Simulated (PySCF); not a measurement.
# F12Li12 (2x2x6 LiF rock-salt block): the cost of one run

Programs: PySCF 2.14.0, with routines of our own; each step states its level. All values are computed. Atoms count from 0.

## 1. The system as given

24 atoms, charge 0, multiplicity 1; geometry from: GFN2-xTB.

## 2. Electronic excitations: TDA wB97X-D/6-31G*

Job settings and geometry (Å):

```
{"job": {"kind": "uv", "basis": "6-31G*", "grid": 1, "kgrid": 0, "vcut": 1.5, "nstates": 5, "ntriplets": 2, "tda": true, "delta": ["ip_vertical"], "pop": false, "xc": "wB97X-D"}, "charge": 0, "multiplicity": 1}
Li    -0.860082    -0.811812    -3.649822
F     -1.025088    -1.700473    -2.167548
Li    -1.400196    -0.793719    -0.764208
F     -0.957733    -1.499523     0.744498
Li    -1.605372    -0.793487     2.151756
F     -0.911848    -0.996043     3.744073
F     -0.985922     0.921215    -3.737985
Li    -0.777022     1.613237    -2.144527
F     -1.507859     0.958035    -0.752310
Li    -0.798986     1.381260     0.761163
F     -1.703738     1.017493     2.171276
Li    -0.821200     0.863526     3.656526
F      0.994336    -0.914633    -3.738063
Li     0.783196    -1.616775    -2.146873
F      1.503259    -0.955818    -0.753358
Li     0.791572    -1.387899     0.755823
F      1.693319    -1.018711     2.167518
Li     0.823189    -0.863059     3.661142
Li     0.874527     0.821170    -3.654640
F      1.027862     1.710534    -2.171463
Li     1.390858     0.793795    -0.765745
F      0.948947     1.495800     0.743755
Li     1.601176     0.789124     2.148719
F      0.915763     0.998622     3.744825
```

Level: TDA wB97X-D/6-31G*, vertical, gas phase, core orbitals frozen in the response, virtual orbitals cut by energy.

Run with:

```console
> OMP_NUM_THREADS=1 python large_run.py task.json out
```

This one command runs all jobs of the session in turn.

**Question.** How long does this first job take on 1 thread of Arm Neoverse N1, shared host, and how much memory does it need?

About 6.3 min, with a peak of 0.67 GiB.
